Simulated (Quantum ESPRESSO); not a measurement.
# Pd in Quantum ESPRESSO: further runs

Aim: see how the results for Pd move with the level of theory and the settings. Levels: LDA, PBEsol, PBE. Tasks: work function.

All numbers are computed with Quantum ESPRESSO 7.5; they aren't measurements. Logs are shortened: lines on timing, memory, paths and dates and some standing lists are left out, and cuts for length are marked.

## (1) The slab as given

The cell holds a slab with vacuum, 5 atoms: a = 2.751 Å, b = 2.751 Å, c = 23.983 Å, α = 90.00°, β = 90.00°, γ = 120.00°.

The slab is cut from a database's or a generator's crystal, which needn't be the stable form of the element.

## (2) Work function, LDA

Input file pw.in:

```
&CONTROL
  calculation = 'scf'
  prefix = 'pwscf'
  outdir = './tmp'
  pseudo_dir = './pseudo'
  tprnfor = .true.
  disk_io = 'low'
/
&SYSTEM
  ibrav = 0
  celldm(1) = 8
  nat = 5
  ntyp = 1
  ecutwfc = 70
  nbnd = 58
  input_dft = 'pz'
  occupations = 'smearing'
  smearing = 'fd'
  degauss = 0.00367493
/
&ELECTRONS
  conv_thr = 5d-09
  electron_maxstep = 150
  mixing_beta = 0.3
  mixing_mode = 'local-TF'
/
ATOMIC_SPECIES
Pd   106.4200 Pd_ONCV_PBE-1.2.upf
CELL_PARAMETERS alat
  0.6497123980372   0.0000000000000   0.0000000000000
 -0.3248561990186   0.5626674418539  -0.0000000000000
  0.0000000000000   0.0000000000000   5.6651882900083
ATOMIC_POSITIONS crystal
Pd     0.6666666667    0.3333333333    0.3127200988
Pd     0.3333333333    0.6666666667    0.4063600494
Pd     0.0000000000    0.0000000000    0.5000000000
Pd     0.6666666667    0.3333333333    0.5936399506
Pd     0.3333333333    0.6666666667    0.6872799012
K_POINTS automatic
9 9 1 0 0 0
```

Input file pp_density.in:

```
&INPUTPP
  prefix = 'pwscf'
  outdir = './tmp'
  filplot = 'density.dat'
  plot_num = 0
/
&PLOT
  nfile = 1
  filepp(1) = 'density.dat'
  iflag = 3
  output_format = 6
  fileout = 'density.cube'
/
```

Input file pp_potential.in:

```
&INPUTPP
  prefix = 'pwscf'
  outdir = './tmp'
  filplot = 'potential.dat'
  plot_num = 11
/
&PLOT
  nfile = 1
  filepp(1) = 'potential.dat'
  iflag = 3
  output_format = 6
  fileout = 'potential.cube'
/
```

Input file pp_elf.in:

```
&INPUTPP
  prefix = 'pwscf'
  outdir = './tmp'
  filplot = 'elf.dat'
  plot_num = 8
/
&PLOT
  nfile = 1
  filepp(1) = 'elf.dat'
  iflag = 3
  output_format = 6
  fileout = 'elf.cube'
/
```

Potentials or basis: SG15 PBE 1.2.

Run with:

```console
OMP_NUM_THREADS=1 mpirun -n 2 pw.x -nk 2 -in pw.in > pw.out
OMP_NUM_THREADS=1 mpirun -n 1 pp.x -in pp_density.in > pp_density.out
OMP_NUM_THREADS=1 mpirun -n 1 pp.x -in pp_potential.in > pp_potential.out
OMP_NUM_THREADS=1 mpirun -n 1 pp.x -in pp_elf.in > pp_elf.out
```

pw.out:

```text
This program is part of the open-source Quantum ESPRESSO suite
     for quantum simulation of materials; please cite
         "P. Giannozzi et al., J. Phys.:Condens. Matter 21 395502 (2009);
         "P. Giannozzi et al., J. Phys.:Condens. Matter 29 465901 (2017);
         "P. Giannozzi et al., J. Chem. Phys. 152 154105 (2020);
     in publications or presentations arising from this work. More details at

     IMPORTANT: XC functional enforced from input :
     Exchange-correlation= PZ
                           (   1   1   0   0   0   0   0)
     Any further DFT definition will be discarded
     Please, verify this is what you really want

     Message from routine setup:
[... 7 lines left out ...]
     --------------------
     sticks:   dense  smooth     PW     G-vecs:    dense   smooth      PW
     Sum         511     511    163                83719    83719   13891

     Using Slab Decomposition

     bravais-lattice index     =            0
     lattice parameter (alat)  =       8.0000  a.u.
     unit-cell volume          =    1060.3696 (a.u.)^3
     number of atoms/cell      =            5
     number of atomic types    =            1
     number of electrons       =        90.00
     number of Kohn-Sham states=           58
     kinetic-energy cutoff     =      70.0000  Ry
     charge density cutoff     =     280.0000  Ry
     scf convergence threshold =      5.0E-09
     mixing beta               =       0.3000
     number of iterations used =            8  local-TF  mixing
     Exchange-correlation= PZ
                           (   1   1   0   0   0   0   0)

     celldm(1)=   8.000000  celldm(2)=   0.000000  celldm(3)=   0.000000
     celldm(4)=   0.000000  celldm(5)=   0.000000  celldm(6)=   0.000000

     crystal axes: (cart. coord. in units of alat)
               a(1) = (   0.649712   0.000000   0.000000 )
               a(2) = (  -0.324856   0.562667  -0.000000 )
               a(3) = (   0.000000   0.000000   5.665188 )

     reciprocal axes: (cart. coord. in units 2 pi/alat)
               b(1) = (  1.539143  0.888624 -0.000000 )
               b(2) = (  0.000000  1.777249  0.000000 )
               b(3) = ( -0.000000  0.000000  0.176517 )

     PseudoPot. # 1 for Pd read from file:
     Pd_ONCV_PBE-1.2.upf
     Pseudo is Norm-conserving, Zval = 18.0
     Generated using ONCVPSP code by D. R. Hamann
     Using radial grid of  602 points,  6 beta functions with:
                l(1) =   0
                l(2) =   0
                l(3) =   1
                l(4) =   1
                l(5) =   2
                l(6) =   2

     atomic species   valence    mass     pseudopotential
     Pd               18.00   106.42000     Pd( 1.00)

     12 Sym. Ops., with inversion, found

   Cartesian axes

     site n.     atom                  positions (alat units)
         1        Pd     tau(   1) = (   0.3248562   0.1875558   1.7716182  )
         2        Pd     tau(   2) = (  -0.0000000   0.3751116   2.3021062  )
         3        Pd     tau(   3) = (   0.0000000   0.0000000   2.8325941  )
         4        Pd     tau(   4) = (   0.3248562   0.1875558   3.3630821  )
         5        Pd     tau(   5) = (  -0.0000000   0.3751116   3.8935700  )

     number of k points=    12  Fermi-Dirac smearing, width (Ry)=  0.0037
                       cart. coord. in units 2pi/alat
        k(    1) = (   0.0000000   0.0000000   0.0000000), wk =   0.0246914
        k(    2) = (   0.0000000   0.1974721   0.0000000), wk =   0.1481481
        k(    3) = (   0.0000000   0.3949442   0.0000000), wk =   0.1481481
        k(    4) = (   0.0000000   0.5924162   0.0000000), wk =   0.1481481
        k(    5) = (   0.0000000   0.7898883   0.0000000), wk =   0.1481481
        k(    6) = (   0.1710158   0.2962081   0.0000000), wk =   0.1481481
        k(    7) = (   0.1710158   0.4936802   0.0000000), wk =   0.2962963
        k(    8) = (   0.1710158   0.6911523   0.0000000), wk =   0.2962963
        k(    9) = (   0.1710158   0.8886244   0.0000000), wk =   0.1481481
        k(   10) = (   0.3420317   0.5924162   0.0000000), wk =   0.1481481
        k(   11) = (   0.3420317   0.7898883   0.0000000), wk =   0.2962963
        k(   12) = (   0.5130475   0.8886244   0.0000000), wk =   0.0493827

     Dense  grid:    83719 G-vectors     FFT dimensions: (  27,  27, 243)

     Initial potential from superposition of free atoms

     starting charge      89.7763, renormalised to      90.0000

     negative rho (up, down):  2.656E-04 0.000E+00
     Starting wfcs are random

     Self-consistent Calculation

     iteration #  1     ecut=    70.00 Ry     beta= 0.30
     Davidson diagonalization with overlap
     ethr =  1.00E-02,  avg # of iterations = 10.8

     Threshold (ethr) on eigenvalues was too large:
     Diagonalizing with lowered threshold

     Davidson diagonalization with overlap
     ethr =  1.97E-04,  avg # of iterations =  3.9

     negative rho (up, down):  1.637E-07 0.000E+00

     total energy              =   -1265.42993275 Ry
     estimated scf accuracy    <       0.15964259 Ry

     iteration #  2     ecut=    70.00 Ry     beta= 0.30
     Davidson diagonalization with overlap
     ethr =  1.77E-04,  avg # of iterations =  1.2

     total energy              =   -1265.42967909 Ry
     estimated scf accuracy    <       0.16651338 Ry

     iteration #  3     ecut=    70.00 Ry     beta= 0.30
     Davidson diagonalization with overlap
     ethr =  1.77E-04,  avg # of iterations =  1.0

     negative rho (up, down):  7.901E-08 0.000E+00

     total energy              =   -1265.40283523 Ry
     estimated scf accuracy    <       0.13058915 Ry

     iteration #  4     ecut=    70.00 Ry     beta= 0.30
     Davidson diagonalization with overlap
     ethr =  1.45E-04,  avg # of iterations =  3.8

     total energy              =   -1265.41068191 Ry
     estimated scf accuracy    <       0.01395144 Ry

     iteration #  5     ecut=    70.00 Ry     beta= 0.30
     Davidson diagonalization with overlap
     ethr =  1.55E-05,  avg # of iterations =  5.2

     total energy              =   -1265.40913602 Ry
     estimated scf accuracy    <       0.00681309 Ry

     iteration #  6     ecut=    70.00 Ry     beta= 0.30
     Davidson diagonalization with overlap
     ethr =  7.57E-06,  avg # of iterations =  5.2

     total energy              =   -1265.40914266 Ry
     estimated scf accuracy    <       0.00346528 Ry
[... 62 lines left out ...]
     iteration # 14     ecut=    70.00 Ry     beta= 0.30
     Davidson diagonalization with overlap
     ethr =  3.50E-09,  avg # of iterations =  5.3

     negative rho (up, down):  4.521E-05 0.000E+00

     total energy              =   -1265.40829600 Ry
     estimated scf accuracy    <       0.00000009 Ry

     iteration # 15     ecut=    70.00 Ry     beta= 0.30
     Davidson diagonalization with overlap
     ethr =  9.54E-11,  avg # of iterations =  2.0

     negative rho (up, down):  1.090E-05 0.000E+00

     total energy              =   -1265.40829602 Ry
     estimated scf accuracy    <       0.00000002 Ry

     iteration # 16     ecut=    70.00 Ry     beta= 0.30
     Davidson diagonalization with overlap
     ethr =  2.66E-11,  avg # of iterations =  2.6

     negative rho (up, down):  2.183E-06 0.000E+00

     total energy              =   -1265.40829610 Ry
     estimated scf accuracy    <          6.8E-09 Ry

     iteration # 17     ecut=    70.00 Ry     beta= 0.30
     Davidson diagonalization with overlap
     ethr =  7.57E-12,  avg # of iterations =  2.1

     End of self-consistent calculation

          k = 0.0000 0.0000 0.0000 ( 10345 PWs)   bands (ev):

   -78.0582 -78.0032 -77.9963 -77.6246 -77.6246 -43.7467 -43.5819 -43.4529
   -43.4296 -43.4296 -43.3763 -43.3763 -43.3677 -43.3677 -43.0764 -43.0764
   -43.0764 -43.0764 -42.9950 -42.9936  -0.7611   0.0898   0.8279   1.1193
     1.2108   3.3155   3.4071   3.4415   3.4415   3.5083   3.5083   3.6386
     3.6386   3.8319   3.9092   3.9092   3.9392   3.9392   5.0183   5.0468
     5.0468   5.1794   5.1794   5.5387   5.5387   6.0219   6.0219   6.2536
     6.2536   6.8881   7.5801  11.7364  12.1463  12.9975  14.6175  15.0061
    17.0696  17.7548

          k = 0.0000 0.1975 0.0000 ( 10400 PWs)   bands (ev):

   -78.0533 -77.9988 -77.9926 -77.6204 -77.6204 -43.7349 -43.5823 -43.4672
   -43.4574 -43.4402 -43.4086 -43.4030 -43.3857 -43.3758 -43.1135 -43.1134
   -43.0855 -43.0855 -42.9911 -42.9902  -0.3749   0.4581   1.1575   1.4504
     1.5339   3.0398   3.1371   3.2391   3.5013   3.5474   3.6738   3.6968
     3.7049   3.8399   3.8925   3.9434   4.1172   4.1872   4.2936   4.8421
     4.8683   5.1737   5.2088   5.3583   5.5416   5.6211   6.0250   6.2708
     6.4825   7.9000   8.8410  12.0507  12.4917  13.2661  14.9244  15.1808
    17.3906  17.9887

          k = 0.0000 0.3949 0.0000 ( 10462 PWs)   bands (ev):

   -78.0407 -77.9879 -77.9833 -77.6096 -77.6096 -43.7063 -43.6109 -43.5325
   -43.5136 -43.4956 -43.4668 -43.4419 -43.4094 -43.3963 -43.2056 -43.2051
   -43.1086 -43.1086 -42.9822 -42.9819   0.5745   1.2283   1.6635   2.0017
     2.1645   2.4348   2.7869   2.9434   3.0616   3.5567   3.6632   3.7724
     3.8888   3.9480   4.2107   4.3255   4.3986   4.4168   4.5900   4.7422
     4.8423   5.0292   5.1605   5.2889   5.5665   6.0212   6.0972   6.3066
     7.5649   9.3623  10.7926  12.9583  13.5278  14.0402  15.7907  15.8909
    18.3297  18.7089

          k = 0.0000 0.5924 0.0000 ( 10498 PWs)   bands (ev):

   -78.0263 -77.9754 -77.9729 -77.5974 -77.5974 -43.6989 -43.6949 -43.6192
   -43.5860 -43.5202 -43.4966 -43.4658 -43.4363 -43.4198 -43.3056 -43.3047
   -43.1347 -43.1347 -42.9730 -42.9728   1.1686   1.3444   1.5655   1.6924
     1.9306   2.1435   2.2914   2.9797   3.2925   3.5889   3.7490   3.8470
     3.9435   4.3191   4.6063   4.9630   5.1151   5.2551   5.3959   5.5472
     5.5860   5.7561   5.8705   5.8904   5.9253   6.0685   6.3512   6.9346
     8.7939  10.8726  12.7933  14.3303  15.1396  15.3391  16.2517  16.9593
    17.0965  17.6011

          k = 0.0000 0.7899 0.0000 ( 10502 PWs)   bands (ev):
[... 56 lines left out ...]
   -78.0200 -77.9699 -77.9684 -77.5920 -77.5920 -43.6987 -43.6875 -43.6260
   -43.6063 -43.5199 -43.5147 -43.5048 -43.4864 -43.4532 -43.3104 -43.3102
   -43.1866 -43.1864 -42.9685 -42.9685   1.7452   1.7479   2.0218   2.1769
     2.3581   2.4520   2.6474   2.8302   3.0418   3.1193   3.3920   3.5390
     3.8875   4.0024   4.0365   4.1547   4.4885   4.8367   4.9496   5.3138
     5.3872   5.8034   6.2585   6.2858   6.4355   7.6466   7.9067   8.6713
    10.1555  12.0481  13.9593  15.2674  16.1564  16.2757  16.5850  16.6451
    17.3316  17.6488

          k = 0.3420 0.7899 0.0000 ( 10524 PWs)   bands (ev):

   -78.0127 -77.9637 -77.9633 -77.5859 -77.5859 -43.7240 -43.6949 -43.6538
   -43.6122 -43.5586 -43.5327 -43.5224 -43.5044 -43.4769 -43.3331 -43.3326
   -43.2268 -43.2265 -42.9639 -42.9639   1.6099   1.8063   1.9973   2.1503
     2.3277   2.4337   2.6127   2.8098   2.9438   3.1751   3.5546   3.7104
     3.9492   4.0484   4.4140   4.5040   4.5833   4.9191   5.2516   5.4084
     5.5993   5.9282   6.1704   6.2660   6.4294   9.8039  10.3053  11.1044
    12.2060  12.9768  13.9788  14.3871  14.9178  15.4812  16.0364  16.5800
    17.3000  17.6124

          k = 0.5130 0.8886 0.0000 ( 10473 PWs)   bands (ev):

   -78.0101 -77.9615 -77.9615 -77.5837 -77.5837 -43.6803 -43.6803 -43.6720
   -43.6030 -43.5961 -43.5961 -43.5052 -43.5052 -43.5015 -43.2982 -43.2979
   -43.2858 -43.2858 -42.9622 -42.9622   2.0240   2.0240   2.0364   2.4466
     2.4671   2.4671   2.6543   2.8952   2.8952   3.3745   3.5395   3.5395
     3.9906   4.0328   4.0479   4.0479   4.8168   4.8168   5.0303   5.1594
     5.8591   5.8591   6.0348   6.1089   6.1089  12.3932  12.3932  12.5569
    12.9844  13.3051  13.3051  14.2810  14.2810  14.8877  15.5325  15.5325
    15.5724  17.6735

     the Fermi energy is     6.2918 ev

!    total energy              =   -1265.40829615 Ry
     estimated scf accuracy    <          2.9E-09 Ry
     smearing contrib. (-TS)   =      -0.00761114 Ry
     internal energy E=F+TS    =   -1265.40068500 Ry

     The total energy is F=E-TS. E is the sum of the following terms:
     one-electron contribution =   -9910.19666665 Ry
     hartree contribution      =    4965.92602787 Ry
     xc contribution           =    -122.20424891 Ry
     ewald contribution        =    3801.07420268 Ry

     convergence has been achieved in  17 iterations

     Forces acting on atoms (cartesian axes, Ry/au):

     atom    1 type  1   force =     0.00000000   -0.00000000    0.01328752
     atom    2 type  1   force =     0.00000000    0.00000000    0.00346989
     atom    3 type  1   force =    -0.00000000    0.00000000    0.00000000
     atom    4 type  1   force =     0.00000000    0.00000000   -0.00346989
     atom    5 type  1   force =    -0.00000000    0.00000000   -0.01328752

     Total force =     0.019422     Total SCF correction =     0.000054

=------------------------------------------------------------------------------=
   JOB DONE.
=------------------------------------------------------------------------------=
```

It took 7.5 min on 2 MPI ranks of Intel Xeon at 2.50GHz (Skylake/Cascade Lake), shared host; peak memory 0.44 GiB.

What came out:

```
Free energy                     : -17216.7570 eV
Largest force                   : 0.342 eV/Å
Band gap on the k mesh          : none (metal or under the smearing width)
Work function of the upper face : 5.68 eV
Work function of the lower face : 5.68 eV
```

Forces on the atoms (eV/Å):
```
Pd   0.000  0.000  0.342
Pd   0.000  0.000  0.089
Pd   0.000  0.000  0.000
Pd   0.000  0.000 -0.089
Pd   0.000  0.000 -0.342
```

Caveat: the potentials were made for another functional, which shifts forces and pressure.

[end of part 1 of 2]
